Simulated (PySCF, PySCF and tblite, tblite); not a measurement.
# C₄H₆N₂O: a path driven as a shift of bonds, and NMR exchange, part 2 of 2

PySCF and tblite. Atoms count from 0.

## (12) Shieldings, end: BHandHLYP/pcSseg-1 in dichloromethane

Job settings and geometry (Å):

```
{"job": {"kind": "nmr", "xc": "BHandHLYP", "basis": "pcSseg-1", "solvent": "dichloromethane", "pop": false}, "charge": 0, "multiplicity": 1}
O     -2.430258     0.444422    -0.964041
C     -1.741397    -0.279885     0.020014
C     -0.250740    -0.100529    -0.085279
C      0.810198    -0.793399     0.556767
C      1.959290    -0.169014     0.101812
N      1.551435     0.814262    -0.742164
N      0.216809     0.869688    -0.865708
H     -1.795268     1.084191    -1.324578
H     -2.061113     0.024893     1.040238
H     -1.988159    -1.354733    -0.068797
H      0.744249    -1.630312     1.247582
H      3.012224    -0.349948     0.307636
H      2.128762     1.462609    -1.262903
```

The program printed:

```text
coarse grid: 11280 points
cycle   1  E = -340.3828562655  dE =  1.482e+00  |g| = 6.116e-01  |ddm| = 3.329e+00
cycle   2  E = -340.3927615619  dE = -9.905e-03  |g| = 6.209e-01  |ddm| = 8.467e-01
cycle   3  E = -340.4591161704  dE = -6.635e-02  |g| = 4.550e-02  |ddm| = 4.384e-01
cycle   4  E = -340.4595660461  dE = -4.499e-04  |g| = 1.578e-02  |ddm| = 5.446e-02
cycle   5  E = -340.4596070396  dE = -4.099e-05  |g| = 7.867e-03  |ddm| = 1.632e-02
cycle   6  E = -340.4596203896  dE = -1.335e-05  |g| = 1.460e-03  |ddm| = 6.071e-03
cycle   7  E = -340.4596209915  dE = -6.020e-07  |g| = 6.041e-04  |ddm| = 1.652e-03
final grid: 110256 points
cycle   8  E = -340.5007959273  dE = -1.674e-05  |g| = 2.641e-03  |ddm| = 1.465e-02
cycle   9  E = -340.5007967487  dE = -8.214e-07  |g| = 2.069e-03  |ddm| = 3.844e-03
cycle  10  E = -340.5007976557  dE = -9.070e-07  |g| = 2.859e-04  |ddm| = 1.463e-03
cycle  11  E = -340.5007976720  dE = -1.624e-08  |g| = 1.744e-04  |ddm| = 3.276e-04
cycle  12  E = -340.5007976785  dE = -6.581e-09  |g| = 2.640e-05  |ddm| = 1.483e-04
cycle  13  E = -340.5007976788  dE = -2.137e-10  |g| = 1.892e-05  |ddm| = 3.973e-05
converged SCF energy = -340.5007976788

GIAO shielding tensors (ppm)
atom      isotropic    diamagn.    paramagn.     s11        s22        s33       span
  0 O      334.107     389.790     -55.683    292.096    317.603    392.621    100.526
  1 C      123.981     240.343    -116.362    101.125    110.603    160.216     59.091
  2 C       21.197     256.260    -235.063    -63.471      3.777    123.286    186.756
  3 C       77.426     254.737    -177.310      2.158     68.588    161.532    159.374
  4 C       41.281     251.605    -210.325    -42.852     26.924    139.770    182.622
  5 N       42.164     324.839    -282.675    -76.007     61.703    140.797    216.804
  6 N      -59.283     328.451    -387.733   -278.566    -89.035    189.753    468.318
  7 H       28.144      32.381      -4.238     15.758     27.026     41.647     25.889
  8 H       26.504      27.632      -1.128     21.577     26.520     31.415      9.838
  9 H       26.545      27.625      -1.080     21.534     26.538     31.562     10.028
 10 H       25.043      31.186      -6.143     22.211     26.276     26.643      4.432
 11 H       23.415      28.857      -5.442     20.915     24.186     25.144      4.229
 12 H       21.673      30.521      -8.848     15.688     22.799     26.532     10.845
```

Run time: 13 s. Hardware: 1 thread of Arm Neoverse V1, shared host; peak memory 0.82 GiB.

In short: HOMO -8.23 eV, LUMO 1.46 eV; dipole 5.28 D.

## (13) Kinetics and line shapes

Job settings and geometry (Å):

```
{"job": {"smiles": "OCc1ccn[nH]1", "charge": 0, "mult": 1, "motion": "shift", "what": "1,2-shift in an azole", "atoms": [12, 6, 5], "drives": [{"terms": [["d", [12, 6], 1], ["d", [12, 5], -1]], "neg": true, "n": 14}], "study": "path", "level": {"kind": "nmr", "xc": "BHandHLYP", "basis": "pcSseg-1", "solvent": "dichloromethane"}, "fields": [250, 400, 700], "first": 3, "seed": 71, "refine": {"xc": "B3LYP", "basis": "def2-SVP"}, "kind": "path"}, "charge": 0, "multiplicity": 1}
O     -2.142144     0.520354    -1.108905
C     -1.560872     0.090492     0.104824
C     -0.071226     0.018551     0.027064
C      0.834755    -0.950841     0.401099
C      2.086241    -0.423255     0.049786
N      1.961604     0.766868    -0.502101
N      0.658848     1.023942    -0.507145
H     -1.933389    -0.118562    -1.799786
H     -1.866692     0.835469     0.847443
H     -1.956772    -0.886649     0.411856
H      0.627573    -1.894213     0.862385
H      3.054186    -0.865358     0.174149
H      0.303498     1.883689    -0.895572
```

The program printed:

```text
stationary points (kcal/mol above the start)
  n  kind          group   xTB      DFT    lowest mode
  0  minimum      C1       0.00     0.00      39.9
  1  saddle       C1      46.90    57.62   -1577.2
  2  minimum      C1      -0.26     0.74      52.2

GFN2-xTB energies: T/K, barrier G, reaction G (kcal/mol), k forward, k back (1/s)
 150.00    42.69    -0.49   2.01e-50   3.88e-51
 200.00    42.68    -0.48   9.53e-35   2.85e-35
 250.00    42.68    -0.47   2.56e-25   9.84e-26
 298.15    42.67    -0.47   3.25e-19   1.47e-19
 350.00    42.67    -0.47   1.66e-14   8.37e-15
 400.00    42.67    -0.48   4.07e-11   2.23e-11
 500.00    42.66    -0.49   2.35e-06   1.43e-06

B3LYP-D3(BJ)/def2-SVP energies: T/K, barrier G, reaction G (kcal/mol), k forward, k back (1/s)
 150.00    50.18    -0.28    2.4e-61   9.32e-62
 200.00    50.18    -0.27   6.13e-43   3.09e-43
 250.00    50.18    -0.27   7.15e-32   4.18e-32
 298.15    50.17    -0.27   1.04e-24   6.66e-25
 350.00    50.17    -0.27   3.45e-19   2.35e-19
 400.00    50.16    -0.27   3.26e-15   2.32e-15
 500.00    50.16    -0.28   1.24e-09   9.35e-10

BHandHLYP/pcSseg-1 + D3(BJ), IEF-PCM dichloromethane energies: T/K, barrier G, reaction G (kcal/mol), k forward, k back (1/s)
 150.00    53.41     0.50   4.77e-66   2.56e-65
 200.00    53.41     0.51   1.82e-46   6.59e-46
 250.00    53.40     0.52   1.08e-34   3.05e-34
 298.15    53.40     0.52   4.49e-27   1.08e-26
 350.00    53.39     0.52   3.33e-21   7.01e-21
 400.00    53.39     0.51   5.63e-17   1.07e-16
 500.00    53.39     0.50   4.82e-11   7.99e-11
```

It took 5.5 min on 1 thread of Arm Neoverse V1, shared host; peak memory 0.82 GiB. This counts the whole study up to here.

Barriers by level (kcal/mol; entropies in cal/(mol K)). Zero-point and thermal terms come from xTB in every row. ΔG‡ leaves symmetry out; the rate counts one path; effective ΔG‡, where given, is the barrier that would give that rate by Eyring's equation alone:

| level | ΔE‡ | with zero-point | ΔH‡ | ΔS‡ | ΔG‡ (298 K) | ΔE of reaction | k at 298 K (1/s) | effective ΔG‡ |
| --- | --- | --- | --- | --- | --- | --- | --- | --- |
| GFN2-xTB | 46.90 | 42.69 | 42.70 | 0.1 | 42.67 | -0.25 | 3.3e-19 | 42.67 |
| B3LYP-D3(BJ)/def2-SVP | 54.39 | 50.19 | 50.19 | 0.1 | 50.17 | -0.05 | 1e-24 | 50.17 |
| BHandHLYP/pcSseg-1 + D3(BJ), IEF-PCM dichloromethane | 57.62 | 53.42 | 53.42 | 0.1 | 53.40 | 0.74 | 4.5e-27 | 53.40 |

Sites that the driver pairs across this motion, and where their lines would merge (no couplings; faster rotations or exchange between molecules can average them sooner):

```csv
nucleus,sites: shielding (ppm),proton frequency (MHz),spread (Hz),coalescence (K),lines at 298 K
$^{15}$N,N5: -78.2; N5 (end): 42.2,700,8546,above 800,–
$^{15}$N,N6: 34.3; N6 (end): -59.3,700,6640,above 800,–
$^{17}$O,O0: 308.1; O0 (end): 334.1,700,2471,above 800,–
$^{13}$C,C2: 29.1; C2 (end): 21.2,700,1394,above 800,–
$^{1}$H,H7: 30.02; H7 (end): 28.14,700,1313,above 800,–
$^{13}$C,C4: 34.3; C4 (end): 41.3,700,1231,above 800,–
$^{13}$C,C3: 76.0; C3 (end): 77.4,700,258,above 800,–
$^{1}$H,H11: 23.73; H11 (end): 23.41,700,217,above 800,–
```

Rows that set an atom against itself at the end compare its shielding in the two forms.

Lines of quadrupolar nuclei are broad, so their coalescence could hardly be seen.

## (14) Summary of results

The summary covers parts 1 to 2.

| quantity | value |
| --- | --- |
| barrier (BHandHLYP/pcSseg-1 + D3(BJ), IEF-PCM dichloromethane) | ΔE‡ 57.6, ΔG‡(298 K) 53.4 kcal/mol |
| barrier (GFN2-xTB) | ΔE‡ 46.9 kcal/mol |
| rate at 298 K | 4.5e-27 s⁻¹ |
| end of the path | 0.7 kcal/mol from the start |

In words: DFT puts the top 57.6 kcal/mol above the start (xTB: 46.9); the rate from the DFT barrier is 4.5e-27 s⁻¹ at 298 K. An error of 1.4 kcal/mol changes that rate tenfold. It was not proven that each saddle links the two ends. The moving atom is hydrogen and the barrier is narrow, so tunnelling, which is left out, should speed the exchange.
